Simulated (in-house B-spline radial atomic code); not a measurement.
# Er⁵⁸⁺: a test of the damping (share of the old matrix)

How far can the damping (share of the old matrix) be changed before the Er⁵⁸⁺ run goes wrong?

Method: scalar-relativistic (spin-free one-electron X2C) OLYP, spin-polarised, spherical fractional occupations, Fermi nucleus, basis-set limit. Code: in-house B-spline radial atomic code version 1.

## (1) Starting point

```
element       : erbium (Z = 68)
charge        : +58
electrons     : 10
configuration : [He] 2s2 2p6
Hamiltonian   : scalar-relativistic (X2C)
nucleus       : Fermi, rms radius 5.252 fm
```

Outer shells as boxes (Hund's rule):

[He] 2s2 2p6
```
[He] core
2s [↑↓]
2p [↑↓][↑↓][↑↓]
```

Where spins are not typed, each open shell is filled with up spins first.

A run counts as converged when the orbital gradient is under the tolerance times 68 hartree (or under the basis's noise floor) and the energy moved by less than 1e-8 hartree times the root of its size. Energy differences under 3e-05 hartree are noise.

Input settings:

```ini
Z = 68
electrons = 10.0
configuration = [He] 2s2 2p6
hamiltonian = x2c
method = optx,lyp
spin_polarised = True
nucleus = fermi
rms_radius = 5.2516
mass_number = 166
atomic_mass = 165.930301067
speed_of_light = 137.035999084
knot_spacing = 0.22
spline_order = 8
gauss_points = 12
box_radius = 1.02
max_iterations = 70
damping = 0.5
damped_steps = 3
diis_vectors = 10
tolerance = 1e-08
start = Thomas-Fermi
```

From the earlier run of the reference: total energy -9180.047157 hartree. Levels, eight at most:

| orbital | occupation | energy (eV) | <r> (bohr) |
| --- | --- | --- | --- |
| 1s down | 1 | -62015.1 | 0.01960 |
| 1s up | 1 | -62015.1 | 0.01960 |
| 2s down | 1 | -14124.1 | 0.08422 |
| 2s up | 1 | -14124.1 | 0.08422 |
| 2p down | 3 | -13083.9 | 0.07461 |
| 2p up | 3 | -13083.9 | 0.07461 |

## (2) Damping (share of the old matrix) 0

Input settings:

```ini
Z = 68
electrons = 10.0
configuration = [He] 2s2 2p6
hamiltonian = x2c
method = optx,lyp
spin_polarised = True
nucleus = fermi
rms_radius = 5.2516
mass_number = 166
atomic_mass = 165.930301067
speed_of_light = 137.035999084
knot_spacing = 0.22
spline_order = 8
gauss_points = 12
box_radius = 1.02
max_iterations = 70
damping = 0
damped_steps = 3
diis_vectors = 10
tolerance = 1e-08
start = Thomas-Fermi
```

On the command line:

```
> python run_scf.py task.json out
```

The settings of every run stand in task.json; they run in order.

## (3) Damping (share of the old matrix) 0.2

Changes to the settings of step 2:

```diff
@@ -16,3 +16,3 @@
 max_iterations = 70
-damping = 0
+damping = 0.2
 damped_steps = 3
```

## (4) Damping (share of the old matrix) 0.8

Changes to the settings of step 3:

```diff
@@ -16,3 +16,3 @@
 max_iterations = 70
-damping = 0.2
+damping = 0.8
 damped_steps = 3
```

## (5) Damping (share of the old matrix) 0.95

Changes to the settings of step 4:

```diff
@@ -16,3 +16,3 @@
 max_iterations = 70
-damping = 0.8
+damping = 0.95
 damped_steps = 3
```

Q: Which of these runs converge to the reference energy, which miss it and by about how much, and which fail?

As calculated:

| run | outcome | iterations | energy less the reference (hartree) |
| --- | --- | --- | --- |
| reference | converged | 7 | 0 |
| damping (share of the old matrix) 0 | converged | 6 | below noise |
| damping (share of the old matrix) 0.2 | converged | 7 | below noise |
| damping (share of the old matrix) 0.8 | converged | 7 | below noise |
| damping (share of the old matrix) 0.95 | converged | 7 | below noise |

Of 4 changed inputs, 4 gave the reference energy within 3e-05 hartree. Among the runs that reach the reference energy the iterations number 6 to 7, against 7: this setting changes the number of steps, not the answer. No value tried here spoils the result.
